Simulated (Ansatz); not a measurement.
# ScTlCl4: the cost of one run

Computed with Ansatz 0.2.0 (DFT PBE, scalar-relativistic, plane waves, PAW, unless a step's input says otherwise).

## Step 1: The structure to begin with

The structure is cubic, space group F-43m (No. 216). The conventional cell has a = 8.707 Å, b = 8.707 Å, c = 8.707 Å, α = 90.00°, β = 90.00°, γ = 90.00°. Sc (site symmetry -43m) has 12 Cl at 3.61 Å and 4 Tl at 3.77 Å as nearest neighbours. Tl (site symmetry -43m) has 12 Cl at 3.61 Å and 4 Sc at 3.77 Å as nearest neighbours. Cl (site symmetry 3m) is surrounded by 6 Cl at 3.04 to 3.11 Å and 3 Tl at 3.61 Å and 3 Sc at 3.61 Å.

Structure file:

```cif
data_structure
_symmetry_space_group_name_H-M 'P 1'
_symmetry_Int_Tables_number 1
_cell_length_a 6.1570
_cell_length_b 6.1570
_cell_length_c 6.1570
_cell_angle_alpha 60.000
_cell_angle_beta 60.000
_cell_angle_gamma 60.000
_cell_volume 165.04
loop_
_atom_site_label
_atom_site_type_symbol
_atom_site_fract_x
_atom_site_fract_y
_atom_site_fract_z
_atom_site_occupancy
Sc1 Sc 0.00000 0.00000 0.00000 1
Tl1 Tl 0.75000 0.75000 0.75000 1
Cl1 Cl 0.87082 0.37639 0.37639 1
Cl2 Cl 0.37639 0.37639 0.37639 1
Cl3 Cl 0.37639 0.87082 0.37639 1
Cl4 Cl 0.37639 0.37639 0.87082 1
```

A structure generator made this guess: species swapped into a database cell of GdMgNi4 (F-43m, No. 216), with Sc on the Gd sites, Tl on the Mg sites and Cl on the Ni sites. The dimensions are guesses.

## Step 2: The guess as it stands, on a coarse mesh

input.yaml

```yaml
crystal:
  lattice:
    - [0.0, 4.35365337, 4.35365337]
    - [4.35365337, 0.0, 4.35365337]
    - [4.35365337, 4.35365337, 0.0]
  atoms:
    - { symbol: Sc, position: [0.0, 0.0, 0.0] }
    - { symbol: Tl, position: [0.75, 0.75, 0.75] }
    - { symbol: Cl, position: [0.87082121, 0.37639293, 0.37639293] }
    - { symbol: Cl, position: [0.37639293, 0.37639293, 0.37639293] }
    - { symbol: Cl, position: [0.37639293, 0.87082121, 0.37639293] }
    - { symbol: Cl, position: [0.37639293, 0.37639293, 0.87082121] }
basis:
  ecutwfc: 420
kpoints:
  mp_grid: { grid: [4, 4, 4] }
hamiltonian:
  xc: pbe
scf:
  occupations: { method: gaussian, width: 0.1 }
  lower_state_search: "off"
output:
  forces: true
  stress: true
  eigenvalues: true
```

Started as:

```console
> ansatz run input.yaml --threads 1 --pin off --max-ram 2048MiB --backend cpu --events-out ev --progress --plain --runs-dir out
```

Q: Estimate wall time and peak memory on 1 thread of Arm Neoverse V1, shared host.

About 4.1 s, with a peak of 0.37 GiB.
